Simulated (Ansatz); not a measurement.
# CHAlF2Si: the cost of one run

Program: Ansatz 0.2.0. Level of theory: UKS PBE0-D4/def2-SVP. These are calculated values, not measurements.

## 1. The system as given

Bond lengths: C1–Si2 1.708 Å, Si2–Al3 2.377 Å, Al3–F4 1.662 Å, Al3–F5 1.663 Å, C1–H6 1.081 Å. Angles: C1–Si2–Al3 164.9°, Si2–C1–H6 125.2°, Si2–Al3–F4 122.4°, Si2–Al3–F5 126.3°, F4–Al3–F5 111.2°.

Coordinates:

```xyz
6

C    -1.6043    1.4465    1.2513
Si   -0.5372    0.3317    0.5185
Al    1.1238   -0.7130   -0.8234
F     0.8854   -2.1911   -1.5445
F     2.5875   -0.0578   -1.2650
H    -2.4553    1.1838    1.8631
```

## 2. End point A

input.yaml reads:

```yaml
crystal:
  periodic: [false, false, false]
  atoms:
    - { symbol: C, position_ang: [-1.6043, 1.44645, 1.25129] }
    - { symbol: Si, position_ang: [-0.53717, 0.33173, 0.5185] }
    - { symbol: Al, position_ang: [1.12382, -0.71304, -0.82342] }
    - { symbol: F, position_ang: [0.88544, -2.19106, -1.54445] }
    - { symbol: F, position_ang: [2.58753, -0.05783, -1.26497] }
    - { symbol: H, position_ang: [-2.45531, 1.18376, 1.86306] }
magnetization:
  spin_polarized: true
basis:
  gaussian: { orbitals: def2-SVP }
hamiltonian:
  xc: pbe0
  dispersion: d4
relax:
  f_tol: 0.02
  max_steps: 50
```

Command:

```
> ansatz run input.yaml --threads 2 --pin off --max-ram 3072MiB --backend cpu --events-out ev --progress --plain --runs-dir out
```

**Question.** How long does this run take on 2 threads of AMD EPYC 9R45 (Zen 5), shared host, and how much memory does it need?

About 35 s, with a peak of 0.26 GiB.
